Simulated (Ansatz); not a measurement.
# CH₃Cr (sextet): geometry and frequencies at several levels

An exercise on one series of results from a longer session: the logs are not shown, and one member is left open.

Computed with Ansatz 0.2.0 (the levels named in each step, unless a step's input says otherwise).

## The starting structure

Bond lengths: C1–Cr2 2.033 Å, C1–H3 1.103 Å, C1–H4 1.099 Å, C1–H5 1.103 Å. Angles: Cr2–C1–H3 112.9°, Cr2–C1–H4 113.1°, Cr2–C1–H5 112.9°, H3–C1–H4 105.6°, H3–C1–H5 105.8°, H4–C1–H5 105.8°.

Coordinates:

```xyz
5

C    -1.5238    0.0881   -0.3117
Cr    0.4651   -0.0268    0.0951
H    -1.8342   -0.5844   -1.1293
H    -1.8445    1.0940   -0.6182
H    -2.1549   -0.1782    0.5529
```

Set-up of the first run:

input.yaml

```yaml
crystal:
  periodic: [false, false, false]
  atoms:
    - { symbol: C, position_ang: [-1.52376, 0.08813, -0.31166] }
    - { symbol: Cr, position_ang: [0.46506, -0.02684, 0.09514] }
    - { symbol: H, position_ang: [-1.83425, -0.58436, -1.12926] }
    - { symbol: H, position_ang: [-1.84449, 1.094, -0.61824] }
    - { symbol: H, position_ang: [-2.15493, -0.17823, 0.55288] }
magnetization:
  spin_polarized: true
  initial_magnetization: 5
basis:
  gaussian: { orbitals: def2-SVP }
hamiltonian:
  xc: pbe
  dispersion: d4
relax:
  f_tol: 0.03
  max_steps: 200
```

Started as:

```sh
ansatz run input.yaml --threads 2 --pin off --max-ram 5120MiB --backend cpu --events-out ev --progress --plain --runs-dir out
```

Steps of the session up to this table: A rough first relaxation, PBE-D4/def2-SVP; Relaxation, HF/STO-3G; Frequencies, HF/STO-3G; Relaxation, HF/def2-SVP; Frequencies, HF/def2-SVP; Relaxation, LDA/def2-SVP; Frequencies, LDA/def2-SVP; Relaxation, PBE-D4/def2-SVP; Frequencies, PBE-D4/def2-SVP.

One of the session's tables, all rows but one given; the rest of the session is left out.

| level | C1–Cr2 (Å) | dipole (D) | highest frequency (cm⁻¹) |
| --- | --- | --- | --- |
| HF/STO-3G | 2.1308 | 2.72 | 3681 |
| HF/def2-SVP | 2.1076 | 2.99 | 3196 |
| LDA/def2-SVP | 1.9893 | 1.79 | 3045 |
| PBE-D4/def2-SVP | ? | ? | ? |

Estimate the missing values for PBE-D4/def2-SVP.

**Answer.** C1–Cr2 (Å): 2.0380; dipole (D): 2.01; highest frequency (cm⁻¹): 3041. In the column «C1–Cr2 (Å)» it lies between LDA/def2-SVP (1.9893) and HF/def2-SVP (2.1076).
